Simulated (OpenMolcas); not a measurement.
# Os³⁺ among point charges: CASSCF and CASPT2 levels and susceptibility

How does a field of 6 point charges split the states of Os³⁺, and what χT follows?

The numbers are computed with OpenMolcas 26.06 (state-averaged CASSCF and CASPT2, spin-orbit coupling by RASSI with atomic mean-field integrals), except any that are marked as measured or tabulated.

## Step 1: Starting point

```
Species                           : Os³⁺ (osmium, Z = 76, 73 electrons)
Basis                             : ANO-RCC-VDZP [7s6p4d2f1g], 68 functions
Scalar Hamiltonian                : DKH2, point nucleus
Inactive shells                   : 1s 2s 2p 3s 3p 3d 4s 4p 4d 4f 5s 5p
Active space                      : 5 electrons in 5 orbitals (5d)
Some configurations of this space : 5d⁵
Orbitals                          : optimised for each spin and parity, averaged over all roots
```

Outer shells as boxes (Hund's rule):

5d5
```
5d [↑ ][↑ ][↑ ][↑ ][↑ ]
```

The ion sits among 6 point charges of -1.1 e arranged as a tetragonal octahedron (D4h), 2 Å from the ion, with the axial distance 2.180 Å.

Each step is its own input file, run in one work folder so that later steps find the files of earlier ones. Labels, J, g values, rates, χT and fits are worked out afterwards by a script from the matrices that RASSI stores. The input lists half of the charges; inversion (Group=XYZ) makes the rest.

## Step 2: Basis and integrals

File a.inp:

```
&GATEWAY
Coord
1

Os 0.0 0.0 0.0
Basis=ANO-RCC-VDZP
Group=XYZ
NoMove
AngMom=0.0 0.0 0.0
AMFI
XField
3 Angstrom 0
2.000000 0.000000 0.000000 -1.100000
0.000000 2.000000 0.000000 -1.100000
0.000000 0.000000 2.180000 -1.100000
&SEWARD
```

Started as:

```
OMP_NUM_THREADS=1 MOLCAS_MEM=1689 MOLCAS_PROJECT=a pymolcas a.inp > a.log
```

## Step 3: CASSCF: sextets of even parity, 1 root

File a.inp:

```
&RASSCF
FileOrb=start.orb
Symmetry=1
Spin=6
nActEl=5 0 0
Inactive=15 19
Ras2=5 0
CIRoot=1 1 1
SDav=1
CIMx=300
Iter=120 100
PrWF=0.3
OrbListing=Nothing
MaxOrb=0
>>> COPY $Project.JobIph JOB001
```

start.orb holds the contracted functions of the basis, ordered by shell, or the orbitals of the step before.

## Step 4: CASSCF: quartets of even parity, 24 roots

File a.inp:

```
&RASSCF
FileOrb=start.orb
Symmetry=1
Spin=4
nActEl=5 0 0
Inactive=15 19
Ras2=5 0
CIRoot=24 24 1
SDav=24
CIMx=300
Iter=120 100
PrWF=0.3
OrbListing=Nothing
MaxOrb=0
>>> COPY $Project.JobIph JOB002
```

## Step 5: Reference wave functions, doublets of even parity, 75 roots

File a.inp:

```
&RASSCF
FileOrb=start.orb
Symmetry=1
Spin=2
nActEl=5 0 0
Inactive=15 19
Ras2=5 0
CIRoot=75 75 1
SDav=75
CIMx=300
Iter=120 100
PrWF=0.3
OrbListing=Nothing
MaxOrb=0
>>> COPY $Project.JobIph JOB003
```

## Step 6: State interaction with spin-orbit coupling

File a.inp:

```
&RASSI
NrOfJobIphs=3 1 24 75
1
1 2 3 4 5 6 7 8 9 10 11 12 13 14 15 16 17 18 19 20 21 22 23 24
1 2 3 4 5 6 7 8 9 10 11 12 13 14 15 16 17 18 19 20 21 22 23 24 25 26 27
28 29 30 31 32 33 34 35 36 37 38 39 40 41 42 43 44 45 46 47 48 49 50 51
52 53 54 55 56 57 58 59 60 61 62 63 64 65 66 67 68 69 70 71 72 73 74 75
IphNames
JOB001
JOB002
JOB003
EJob
SpinOrbit
DIPRint=1.0
SOCoupling=1000.0
Subsets=2
Property=9
'ANGMOM' 1 'ANGMOM' 2 'ANGMOM' 3 'MLTPL  1' 1 'MLTPL  1' 2 'MLTPL  1' 3
'AMFI' 1 'AMFI' 2 'AMFI' 3
SOProperty=3
'ANGMOM' 1 'ANGMOM' 2 'ANGMOM' 3
```

## Step 7: CASPT2: IPEA 0.25, imaginary shift 0.1 (closed shells correlated: 5s 5p)

File a.inp:

```
>>> COPY JOB001 $Project.JobIph
&CASPT2
Multistate=1 1
Frozen=14 16
IPEA=0.25
Imaginary=0.1
MaxIter=60
WThr=0.0 0.3 0.05
PrWF=0.5
NoMix
>>> COPY JOB002 $Project.JobIph
&CASPT2
Multistate=24 1 2 3 4 5 6 7 8 9 10 11 12 13 14 15 16 17 18 19 20 21 22
23 24
NoMult
Frozen=14 16
IPEA=0.25
Imaginary=0.1
MaxIter=60
WThr=0.0 0.3 0.05
PrWF=0.5
NoMix
>>> COPY JOB003 $Project.JobIph
&CASPT2
Multistate=75 1 2 3 4 5 6 7 8 9 10 11 12 13 14 15 16 17 18 19 20 21 22
23 24 25 26 27 28 29 30 31 32 33 34 35 36 37 38 39 40 41 42 43 44 45 46
47 48 49 50 51 52 53 54 55 56 57 58 59 60 61 62 63 64 65 66 67 68 69 70
71 72 73 74 75
NoMult
Frozen=14 16
IPEA=0.25
Imaginary=0.1
MaxIter=60
WThr=0.0 0.3 0.05
PrWF=0.5
NoMix
```

(Steps that only read results are left out.)

**Question.** What will these runs give? Wanted: spin-free ground state; lowest level; next level.

**Answer**, as computed:

```
                 quantity                                                                        value
                   method  SS-CASPT2, IPEA 0.25, imaginary shift 0.1 (closed shells correlated: 5s 5p)
   spin-free ground state                                              6A1, 1-fold in its orbital part
             lowest level                                            2-fold E3/2, g = 2.18, 2.18, 4.70
               next level                                                                    50.3 cm⁻¹
              χT at 300 K                                                               3.96 cm³ K/mol
effective moment at 300 K                                                                      5.63 μB
```

Cost by method:

```tsv
method	time of its own steps	time with the reference
A. CASSCF	40 s	40 s
B. SS-CASPT2, IPEA 0.25, imaginary shift 0.1, +5s 5p	17 s	57 s
```

Times are of one thread on a shared host.

In words: The spin-free ground state (6A1) comes to 100 % from free-ion S terms and keeps the highest spin of the shell. χT at 300 K is 3.96, against 4.39 cm³ K/mol for the spin alone, so spin-orbit coupling lowers it. An active space of the d shell alone favours high spin; real ions in strong fields can be low spin. The field of point charges can differ much from that of real complexes. With metal d orbitals alone active, the gaps between spin states are rough; where two lie within a few thousand cm-1, their order is open. Point charges carry no covalency, so the field is a model and not that of real ligands.
